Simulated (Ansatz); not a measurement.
# HfN: a two-dimensional strain map

The task, for HfN: strain the cell in the xy plane and along z independently.

Computed with Ansatz 0.2.0 (DFT r2SCAN, scalar-relativistic, plane waves, PAW, unless a step's input says otherwise).

## (1) The system as given

Symmetry: F-43m, No. 216, cubic system. The conventional cell has a = 4.910 Å, b = 4.910 Å, c = 4.910 Å, α = 90.00°, β = 90.00°, γ = 90.00°. Hf (site symmetry -43m) is surrounded by 4 N at 2.13 Å. Around N (site symmetry -43m) lie 4 Hf at 2.13 Å.

Structure file:

```xyz
2
Lattice="0.0000 2.4548 2.4548 2.4548 0.0000 2.4548 2.4548 2.4548 0.0000" Properties=species:S:1:pos:R:3 pbc="T T T"
Hf    0.0000    0.0000    0.0000
N     3.6822    3.6822    3.6822
```

It goes back to an entry of the Materials Project, which need not be the stable form.

No relaxation comes first: the listed cell is the starting point.

## (2) Zero of energy

The reference gives a free energy of -16121.1479 eV, pressure -2.17 GPa, largest force 0.000 eV/Å and gap on the mesh none (metal). It was computed beforehand with the settings of the runs below.

## (3) The scan: a two-dimensional strain map

The cell is strained by p along both x and y and by q along z, with fractional coordinates fixed.

## (4) p = -0.080, q = -0.080

input.yaml reads:

```yaml
crystal:
  lattice:
    - [0.0, 2.25843624, 2.25843624]
    - [2.25843624, 0.0, 2.25843624]
    - [2.25843624, 2.25843624, 0.0]
  atoms:
    - { symbol: Hf, position: [0.0, 0.0, 0.0] }
    - { symbol: "N", position: [0.75, 0.75, 0.75] }
basis:
  ecutwfc: 500
kpoints:
  mp_grid: { grid: [16, 16, 16] }
hamiltonian:
  xc: r2scan
scf:
  occupations: { method: gaussian, width: 0.15 }
output:
  forces: true
  stress: true
  eigenvalues: true
```

Command:

```bash
$ ansatz run input.yaml --threads 1 --pin off --max-ram 2560MiB --backend cpu --events-out ev --progress --plain --runs-dir out
```

Standard output (excerpt; [...] marks lines left out):

```text
Warning: RAYON_NUM_THREADS=1 ignored (pool sized by the plan → 1); use --threads N
[...]
Pseudopotentials: kind: paw
Pseudopotential: Hf, paw, valence charge 26, recommended cutoff 500 eV (meta_gga), Hf.paw.azcp
Pseudopotential: N, paw, valence charge 5, recommended cutoff 500 eV (meta_gga), N.paw.azcp
Functional definition: r2SCAN
[...]
Crystal: 2 atoms, lattice volume = 23.038 Å³
Basis set: ecut = 500 eV, 561 PW (Γ), exchange–correlation on 96×96×96 points (64 copies of the dense FFT grid, shifted against one another)
Bands: 20, of which v1, the nominal top of the filled ones, is band 16 counted from 1 (15 counted from 0)
Symmetry: 24 space group operations
Space group: F-43m (ITA 216), of the structure as read, at distance tolerance 2.8e-5 Å
k-points: 145 of 4096 (time reversal used)
[...]
SCF iter   1: F=—  HF=-16119.799898 eV  |F-HF|=—  |Δ(HF+E_count)|=         —  Δρ=1.23e-2  dr2=2.34e-2  dr2_τ=2.31e-1  ethr=1.77e-3  ⟨swp⟩=4.7  Hψ=11380  notcnv=0
[...]
SCF iter   9: F=-16119.906400 eV  HF=-16119.906400 eV  |F-HF|=2.99e-9  |Δ(HF+E_count)|=   1.18e-8  Δρ=4.26e-6  dr2=4.76e-9  dr2_τ=2.35e-10  ethr=1.74e-10  ⟨swp⟩=5.7  Hψ=12799  notcnv=0
[...]
SCF converged after 9 iterations
Free energy (F): -16119.906400 eV
[...]
E sigma→0 (E₀):  -16119.904171 eV
Entropy (-TS):   -0.004458 eV (-2.229 meV/atom)
Fermi energy:    23.377111 eV
[...]
--- Forces (eV/Å), atoms counted from 1 ---
  atom   1  Hf    -0.00000000     0.00000000    -0.00000000
  atom   2  N      0.00000000    -0.00000000    -0.00000000
[...]
--- Stress (GPa, compression-positive) ---
       77.890159       0.000000      -0.000000
        0.000000      77.890159       0.000000
       -0.000000       0.000000      77.890159
  P = ⅓ Tr σ = 77.8902 GPa (778.902 kbar)
--- Band table (eV; the first three rows and the last of 145) ---
  k-point 0: bands = ["-40.2988", "-8.1940", "-8.1940", "-8.1940", "4.6558", "11.3419", "11.3419", "11.3419", "11.5128", "11.5128", "11.5128", "11.5240", "16.2658", "16.2658", "16.2658", "23.4607", "26.3518", "26.3518", "31.9340", "31.9340"]
[...]
```

Run time: 26 s. Hardware: 1 thread of Intel Xeon at 2.50GHz (Skylake/Cascade Lake), shared host; peak memory 0.47 GiB.

## (5) p = -0.080, q = 0.000

Changes to input.yaml since step 4:

```diff
@@ -2,4 +2,4 @@
   lattice:
-    - [0.0, 2.25843624, 2.25843624]
-    - [2.25843624, 0.0, 2.25843624]
+    - [0.0, 2.25843624, 2.454822]
+    - [2.25843624, 0.0, 2.454822]
     - [2.25843624, 2.25843624, 0.0]
```

Command:

```bash
$ ansatz run input.yaml --threads 1 --pin off --max-ram 2560MiB --backend cpu --events-out ev --progress --plain --runs-dir out
```

Standard output (excerpt; [...] marks lines left out):

```text
Warning: RAYON_NUM_THREADS=1 ignored (pool sized by the plan → 1); use --threads N
[...]
[... 4 set-up lines as earlier in the session ...]
[...]
Crystal: 2 atoms, lattice volume = 25.042 Å³
Basis set: ecut = 500 eV, 633 PW (Γ), exchange–correlation on 100×100×96 points (64 copies of the dense FFT grid, shifted against one another)
Bands: 20, of which v1, the nominal top of the filled ones, is band 16 counted from 1 (15 counted from 0)
Symmetry: 8 space group operations
Space group: I-4m2 (ITA 119), of the structure as read, at distance tolerance 2.9e-5 Å
k-points: 349 of 4096 (time reversal used)
[...]
SCF iter   1: F=—  HF=-16120.542210 eV  |F-HF|=—  |Δ(HF+E_count)|=         —  Δρ=1.15e-2  dr2=2.29e-2  dr2_τ=1.79e-1  ethr=1.77e-3  ⟨swp⟩=4.1  Hψ=26872  notcnv=0
[...]
SCF iter   8: F=-16120.588513 eV  HF=-16120.588513 eV  |F-HF|=1.56e-8  |Δ(HF+E_count)|=   2.48e-7  Δρ=1.39e-5  dr2=5.49e-8  dr2_τ=2.22e-9  ethr=3.23e-10  ⟨swp⟩=6.8  Hψ=33699  notcnv=0
[...]
SCF converged after 8 iterations
Free energy (F): -16120.588513 eV
[...]
E sigma→0 (E₀):  -16120.585005 eV
Entropy (-TS):   -0.007017 eV (-3.508 meV/atom)
Fermi energy:    21.462467 eV
[...]
--- Forces (eV/Å), atoms counted from 1 ---
  atom   1  Hf    -0.00000000     0.00000000     0.00000000
  atom   2  N      0.00000000     0.00000000     0.00000000
[...]
--- Stress (GPa, compression-positive) ---
       47.293883       0.000000       0.000000
       -0.000000      47.293883       0.000000
       -0.000000       0.000000      32.593215
  P = ⅓ Tr σ = 42.3937 GPa (423.937 kbar)
--- Band table (eV; the first three rows and the last of 349) ---
  k-point 0: bands = ["-42.4800", "-10.4024", "-10.3806", "-10.3806", "3.1524", "9.1330", "9.1479", "9.1479", "9.2593", "9.2668", "9.2668", "9.2987", "14.6480", "14.9114", "14.9114", "21.1687", "23.5832", "24.8855", "28.2151", "29.9616"]
[...]
```

Wall time 60 s (1 thread of Intel Xeon at 2.50GHz (Skylake/Cascade Lake), shared host); peak memory 0.59 GiB.

## (6) At p = -0.080, q = 0.080

Changes to input.yaml since step 5:

```diff
@@ -2,4 +2,4 @@
   lattice:
-    - [0.0, 2.25843624, 2.454822]
-    - [2.25843624, 0.0, 2.454822]
+    - [0.0, 2.25843624, 2.65120776]
+    - [2.25843624, 0.0, 2.65120776]
     - [2.25843624, 2.25843624, 0.0]
```

Command:

```bash
$ ansatz run input.yaml --threads 1 --pin off --max-ram 2560MiB --backend cpu --events-out ev --progress --plain --runs-dir out
```

Standard output (excerpt; [...] marks lines left out):

```text
Warning: RAYON_NUM_THREADS=1 ignored (pool sized by the plan → 1); use --threads N
[...]
[... 4 set-up lines as earlier in the session ...]
[...]
Crystal: 2 atoms, lattice volume = 27.045 Å³
Basis set: ecut = 500 eV, 681 PW (Γ), exchange–correlation on 108×108×96 points (64 copies of the dense FFT grid, shifted against one another)
Bands: 20, of which v1, the nominal top of the filled ones, is band 16 counted from 1 (15 counted from 0)
[... 1 set-up line as earlier in the session ...]
Space group: I-4m2 (ITA 119), of the structure as read, at distance tolerance 3.0e-5 Å
k-points: 349 of 4096 (time reversal used)
[...]
SCF iter   1: F=—  HF=-16120.732270 eV  |F-HF|=—  |Δ(HF+E_count)|=         —  Δρ=1.06e-2  dr2=2.08e-2  dr2_τ=1.39e-1  ethr=1.77e-3  ⟨swp⟩=4.0  Hψ=26788  notcnv=0
[...]
SCF iter   8: F=-16120.762874 eV  HF=-16120.762874 eV  |F-HF|=2.39e-8  |Δ(HF+E_count)|=   2.07e-7  Δρ=1.29e-5  dr2=5.80e-8  dr2_τ=2.53e-9  ethr=3.23e-10  ⟨swp⟩=6.4  Hψ=32443  notcnv=0
[...]
SCF converged after 8 iterations
Free energy (F): -16120.762874 eV
[...]
E sigma→0 (E₀):  -16120.758794 eV
Entropy (-TS):   -0.008159 eV (-4.080 meV/atom)
Fermi energy:    19.763474 eV
[...]
--- Forces (eV/Å), atoms counted from 1 ---
  atom   1  Hf    -0.00000000    -0.00000000     0.00000000
  atom   2  N      0.00000000    -0.00000000     0.00000000
[...]
--- Stress (GPa, compression-positive) ---
       26.608344       0.000000      -0.000000
        0.000000      26.608344       0.000000
        0.000000       0.000000      -2.638390
  P = ⅓ Tr σ = 16.8594 GPa (168.594 kbar)
--- Band table (eV; the first three rows and the last of 349) ---
  k-point 0: bands = ["-44.4214", "-12.3362", "-12.3153", "-12.3153", "1.9291", "7.1833", "7.1868", "7.1868", "7.2665", "7.2787", "7.2787", "7.3191", "13.3264", "13.8869", "13.8869", "19.0044", "21.4714", "23.4923", "25.0419", "28.0473"]
[...]
```

Wall time 72 s (1 thread of Intel Xeon at 2.50GHz (Skylake/Cascade Lake), shared host); peak memory 0.62 GiB.

## (7) Point p = 0.000, q = -0.080

Changes to input.yaml since step 6:

```diff
@@ -2,5 +2,5 @@
   lattice:
-    - [0.0, 2.25843624, 2.65120776]
-    - [2.25843624, 0.0, 2.65120776]
-    - [2.25843624, 2.25843624, 0.0]
+    - [0.0, 2.454822, 2.25843624]
+    - [2.454822, 0.0, 2.25843624]
+    - [2.454822, 2.454822, 0.0]
   atoms:
```

Command:

```bash
$ ansatz run input.yaml --threads 1 --pin off --max-ram 2560MiB --backend cpu --events-out ev --progress --plain --runs-dir out
```

Standard output (excerpt; [...] marks lines left out):

```text
Warning: RAYON_NUM_THREADS=1 ignored (pool sized by the plan → 1); use --threads N
[...]
[... 4 set-up lines as earlier in the session ...]
[...]
Crystal: 2 atoms, lattice volume = 27.219 Å³
Basis set: ecut = 500 eV, 693 PW (Γ), exchange–correlation on 100×100×108 points (64 copies of the dense FFT grid, shifted against one another)
Bands: 20, of which v1, the nominal top of the filled ones, is band 16 counted from 1 (15 counted from 0)
[... 2 set-up lines as earlier in the session ...]
k-points: 349 of 4096 (time reversal used)
[...]
SCF iter   1: F=—  HF=-16120.961051 eV  |F-HF|=—  |Δ(HF+E_count)|=         —  Δρ=1.03e-2  dr2=1.91e-2  dr2_τ=1.44e-1  ethr=1.77e-3  ⟨swp⟩=4.1  Hψ=26769  notcnv=0
[...]
SCF iter   8: F=-16120.991253 eV  HF=-16120.991253 eV  |F-HF|=2.06e-8  |Δ(HF+E_count)|=   1.62e-7  Δρ=1.19e-5  dr2=4.91e-8  dr2_τ=2.18e-9  ethr=3.23e-10  ⟨swp⟩=6.7  Hψ=32457  notcnv=0
[...]
SCF converged after 8 iterations
Free energy (F): -16120.991253 eV
[...]
E sigma→0 (E₀):  -16120.988425 eV
Entropy (-TS):   -0.005657 eV (-2.828 meV/atom)
Fermi energy:    19.633641 eV
[...]
--- Forces (eV/Å), atoms counted from 1 ---
  atom   1  Hf    -0.00000000     0.00000000    -0.00000000
  atom   2  N      0.00000000     0.00000000     0.00000000
[...]
--- Stress (GPa, compression-positive) ---
       12.627772      -0.000000       0.000000
       -0.000000      12.627772       0.000000
        0.000000       0.000000      23.921633
  P = ⅓ Tr σ = 16.3924 GPa (163.924 kbar)
--- Band table (eV; the first three rows and the last of 349) ---
  k-point 0: bands = ["-44.5537", "-12.4727", "-12.4570", "-12.4570", "1.7708", "7.0469", "7.0469", "7.0558", "7.1372", "7.1372", "7.1448", "7.1921", "13.3484", "13.3484", "13.5615", "19.1394", "21.6074", "22.7639", "26.4806", "26.4806"]
[...]
```

Run time: 68 s. Hardware: 1 thread of Intel Xeon at 2.50GHz (Skylake/Cascade Lake), shared host; peak memory 0.62 GiB.

## (8) p = 0.000, q = 0.080

Changes to input.yaml since step 7:

```diff
@@ -2,4 +2,4 @@
   lattice:
-    - [0.0, 2.454822, 2.25843624]
-    - [2.454822, 0.0, 2.25843624]
+    - [0.0, 2.454822, 2.65120776]
+    - [2.454822, 0.0, 2.65120776]
     - [2.454822, 2.454822, 0.0]
```

Command:

```bash
$ ansatz run input.yaml --threads 1 --pin off --max-ram 2560MiB --backend cpu --events-out ev --progress --plain --runs-dir out
```

Standard output (excerpt; [...] marks lines left out):

```text
[...]
SCF converged after 8 iterations
Free energy (F): -16120.946853 eV
[...]
E sigma→0 (E₀):  -16120.943081 eV
Entropy (-TS):   -0.007544 eV (-3.772 meV/atom)
Fermi energy:    16.436159 eV
[...]
--- Forces (eV/Å), atoms counted from 1 ---
  atom   1  Hf    -0.00000000    -0.00000000     0.00000000
  atom   2  N      0.00000000     0.00000000    -0.00000000
[...]
--- Stress (GPa, compression-positive) ---
      -10.605817      -0.000000       0.000000
       -0.000000     -10.605817       0.000000
        0.000000       0.000000     -24.295413
  P = ⅓ Tr σ = -15.1690 GPa (-151.690 kbar)
--- Band table (eV; the first three rows and the last of 349) ---
  k-point 0: bands = ["-48.2743", "-16.1649", "-16.1649", "-16.1421", "-0.5523", "3.2995", "3.2995", "3.3026", "3.3516", "3.3557", "3.3557", "3.4277", "10.8356", "11.0771", "11.0771", "15.5237", "18.2416", "19.0981", "21.9437", "23.1156"]
[...]
```

Run time: 79 s. Hardware: 1 thread of Intel Xeon at 2.50GHz (Skylake/Cascade Lake), shared host; peak memory 0.66 GiB.

## (9) At p = 0.080, q = -0.080

Changes to input.yaml since step 8:

```diff
@@ -2,5 +2,5 @@
   lattice:
-    - [0.0, 2.454822, 2.65120776]
-    - [2.454822, 0.0, 2.65120776]
-    - [2.454822, 2.454822, 0.0]
+    - [0.0, 2.65120776, 2.25843624]
+    - [2.65120776, 0.0, 2.25843624]
+    - [2.65120776, 2.65120776, 0.0]
   atoms:
```

Command:

```bash
$ ansatz run input.yaml --threads 1 --pin off --max-ram 2560MiB --backend cpu --events-out ev --progress --plain --runs-dir out
```

Standard output (excerpt; [...] marks lines left out):

```text
Warning: RAYON_NUM_THREADS=1 ignored (pool sized by the plan → 1); use --threads N
[...]
[... 4 set-up lines as earlier in the session ...]
[...]
Crystal: 2 atoms, lattice volume = 31.749 Å³
Basis set: ecut = 500 eV, 813 PW (Γ), exchange–correlation on 108×108×120 points (64 copies of the dense FFT grid, shifted against one another)
Bands: 20, of which v1, the nominal top of the filled ones, is band 16 counted from 1 (15 counted from 0)
[... 1 set-up line as earlier in the session ...]
Space group: I-4m2 (ITA 119), of the structure as read, at distance tolerance 3.2e-5 Å
k-points: 349 of 4096 (time reversal used)
[...]
SCF iter   1: F=—  HF=-16120.781768 eV  |F-HF|=—  |Δ(HF+E_count)|=         —  Δρ=9.62e-3  dr2=1.87e-2  dr2_τ=9.66e-2  ethr=1.77e-3  ⟨swp⟩=3.9  Hψ=26568  notcnv=0
[...]
SCF iter   8: F=-16120.796148 eV  HF=-16120.796148 eV  |F-HF|=8.66e-9  |Δ(HF+E_count)|=   1.41e-7  Δρ=8.69e-6  dr2=2.90e-8  dr2_τ=1.49e-9  ethr=3.23e-10  ⟨swp⟩=6.1  Hψ=31108  notcnv=0
[...]
SCF converged after 8 iterations
Free energy (F): -16120.796148 eV
[...]
E sigma→0 (E₀):  -16120.792537 eV
Entropy (-TS):   -0.007222 eV (-3.611 meV/atom)
Fermi energy:    16.651107 eV
[...]
--- Forces (eV/Å), atoms counted from 1 ---
  atom   1  Hf    -0.00000000     0.00000000    -0.00000000
  atom   2  N      0.00000000     0.00000000     0.00000000
[...]
--- Stress (GPa, compression-positive) ---
      -22.134477       0.000000      -0.000000
        0.000000     -22.134477       0.000000
        0.000000       0.000000      -1.573392
  P = ⅓ Tr σ = -15.2808 GPa (-152.808 kbar)
--- Band table (eV; the first three rows and the last of 349) ---
  k-point 0: bands = ["-48.1427", "-16.0719", "-16.0017", "-16.0017", "-0.4106", "3.4318", "3.4318", "3.4323", "3.4845", "3.4845", "3.4918", "3.5547", "11.1213", "11.1213", "11.4894", "15.6688", "17.8768", "19.5430", "22.0421", "22.0421"]
[...]
```

Wall time 78 s (1 thread of Intel Xeon at 2.50GHz (Skylake/Cascade Lake), shared host); peak memory 0.67 GiB.

## (10) Point p = 0.080, q = 0.000

Changes to input.yaml since step 9:

```diff
@@ -2,4 +2,4 @@
   lattice:
-    - [0.0, 2.65120776, 2.25843624]
-    - [2.65120776, 0.0, 2.25843624]
+    - [0.0, 2.65120776, 2.454822]
+    - [2.65120776, 0.0, 2.454822]
     - [2.65120776, 2.65120776, 0.0]
```

Command:

```bash
$ ansatz run input.yaml --threads 1 --pin off --max-ram 2560MiB --backend cpu --events-out ev --progress --plain --runs-dir out
```

Standard output (excerpt; [...] marks lines left out):

```text
[...]
SCF converged after 8 iterations
Free energy (F): -16120.635234 eV
[...]
E sigma→0 (E₀):  -16120.631203 eV
Entropy (-TS):   -0.008064 eV (-4.032 meV/atom)
Fermi energy:    15.055577 eV
[...]
--- Forces (eV/Å), atoms counted from 1 ---
  atom   1  Hf     0.00000000     0.00000000     0.00000000
  atom   2  N     -0.00000000    -0.00000000    -0.00000000
[...]
--- Stress (GPa, compression-positive) ---
      -27.922109      -0.000000       0.000000
       -0.000000     -27.922109      -0.000000
        0.000000      -0.000000     -16.850886
  P = ⅓ Tr σ = -24.2317 GPa (-242.317 kbar)
--- Band table (eV; the first three rows and the last of 349) ---
  k-point 0: bands = ["-49.9249", "-17.8152", "-17.7793", "-17.7793", "-1.5360", "1.6374", "1.6403", "1.6403", "1.6819", "1.6819", "1.6844", "1.7630", "9.8912", "9.8912", "10.0877", "13.9925", "16.7167", "17.4756", "20.5213", "20.5213"]
[...]
```

It took 84 s on 1 thread of Intel Xeon at 2.50GHz (Skylake/Cascade Lake), shared host; peak memory 0.69 GiB.

## (11) Point p = 0.080, q = 0.080

Changes to input.yaml since step 10:

```diff
@@ -2,4 +2,4 @@
   lattice:
-    - [0.0, 2.65120776, 2.454822]
-    - [2.65120776, 0.0, 2.454822]
+    - [0.0, 2.65120776, 2.65120776]
+    - [2.65120776, 0.0, 2.65120776]
     - [2.65120776, 2.65120776, 0.0]
```

Command:

```bash
$ ansatz run input.yaml --threads 1 --pin off --max-ram 2560MiB --backend cpu --events-out ev --progress --plain --runs-dir out
```

Standard output (excerpt; [...] marks lines left out):

```text
[...]
SCF converged after 8 iterations
Free energy (F): -16120.227261 eV
[...]
E sigma→0 (E₀):  -16120.222670 eV
Entropy (-TS):   -0.009182 eV (-4.591 meV/atom)
Fermi energy:    13.735561 eV
[...]
--- Forces (eV/Å), atoms counted from 1 ---
  atom   1  Hf    -0.00000000     0.00000000     0.00000000
  atom   2  N      0.00000000    -0.00000000    -0.00000000
[...]
--- Stress (GPa, compression-positive) ---
      -30.112916       0.000000      -0.000000
        0.000000     -30.112916       0.000000
       -0.000000       0.000000     -30.112916
  P = ⅓ Tr σ = -30.1129 GPa (-301.129 kbar)
--- Band table (eV; the first three rows and the last of 145) ---
  k-point 0: bands = ["-51.4925", "-19.3413", "-19.3413", "-19.3413", "-2.4662", "0.0640", "0.0640", "0.0640", "0.0990", "0.0990", "0.0990", "0.1879", "8.9444", "8.9444", "8.9444", "12.5515", "15.6377", "15.6377", "19.1026", "19.1026"]
[...]
```

Wall time 35 s (1 thread of Intel Xeon at 2.50GHz (Skylake/Cascade Lake), shared host); peak memory 0.56 GiB.

## (12) At p = -0.080, q = -0.040

Changes to input.yaml since step 11:

```diff
@@ -2,5 +2,5 @@
   lattice:
-    - [0.0, 2.65120776, 2.65120776]
-    - [2.65120776, 0.0, 2.65120776]
-    - [2.65120776, 2.65120776, 0.0]
+    - [0.0, 2.25843624, 2.35662912]
+    - [2.25843624, 0.0, 2.35662912]
+    - [2.25843624, 2.25843624, 0.0]
   atoms:
```

Command:

```bash
$ ansatz run input.yaml --threads 1 --pin off --max-ram 2560MiB --backend cpu --events-out ev --progress --plain --runs-dir out
```

Standard output (excerpt; [...] marks lines left out):

```text
[...]
SCF converged after 8 iterations
Free energy (F): -16120.318421 eV
[...]
E sigma→0 (E₀):  -16120.315729 eV
Entropy (-TS):   -0.005383 eV (-2.691 meV/atom)
Fermi energy:    22.376396 eV
[...]
--- Forces (eV/Å), atoms counted from 1 ---
  atom   1  Hf    -0.00000000     0.00000000     0.00000000
  atom   2  N      0.00000000    -0.00000000     0.00000000
[...]
--- Stress (GPa, compression-positive) ---
       60.955871       0.000000      -0.000000
       -0.000000      60.955871       0.000000
        0.000000       0.000000      54.208294
  P = ⅓ Tr σ = 58.7067 GPa (587.067 kbar)
--- Band table (eV; the first three rows and the last of 349) ---
  k-point 0: bands = ["-41.4213", "-9.3359", "-9.3212", "-9.3212", "3.8640", "10.2023", "10.2139", "10.2139", "10.3508", "10.3553", "10.3553", "10.3783", "15.4141", "15.5391", "15.5391", "22.2886", "24.8869", "25.6086", "29.9954", "30.9361"]
[...]
```

Run time: 58 s. Hardware: 1 thread of Intel Xeon at 2.50GHz (Skylake/Cascade Lake), shared host; peak memory 0.58 GiB.

## (13) All points together

Energy above the undisturbed cell in meV/atom; points alike by symmetry are filled in, and a dash was not computed:

```
 p \ q  -0.080  -0.040  0.000  0.040  0.080
-0.080   620.8   414.7  279.7      –  192.5
-0.040       –       –      –      –      –
 0.000    78.3       –    0.0      –  100.5
 0.040       –       –      –      –      –
 0.080   175.9       –  256.3      –  460.3
```

Pressure in GPa:

| p \ q | -0.080 | -0.040 | 0.000 | 0.040 | 0.080 |
| --- | --- | --- | --- | --- | --- |
| -0.080 | 77.9 | 58.7 | 42.4 | – | 16.9 |
| -0.040 | – | – | – | – | – |
| 0.000 | 16.4 | – | -2.2 | – | -15.2 |
| 0.040 | – | – | – | – | – |
| 0.080 | -15.3 | – | -24.2 | – | -30.1 |

## (14) What came out

| quantity | value |
| --- | --- |
| highest point | 620.8 meV/atom at (p, q) = (-0.080, -0.080) |
| lowest point away from the origin | 78.3 meV/atom at (0.000, -0.080) |

**Reading.** The undisturbed cell is the lowest computed point. At |p| = |q| = 0.080, points where p and q have the same sign cost 540.5 meV/atom on average, those of opposite sign 184.2: stretching in the plane is cheaper with a contraction along z. The runs treat Hf without spin-orbit coupling. Spin polarisation is off in the runs that give these values; a magnetic solution could lie lower.
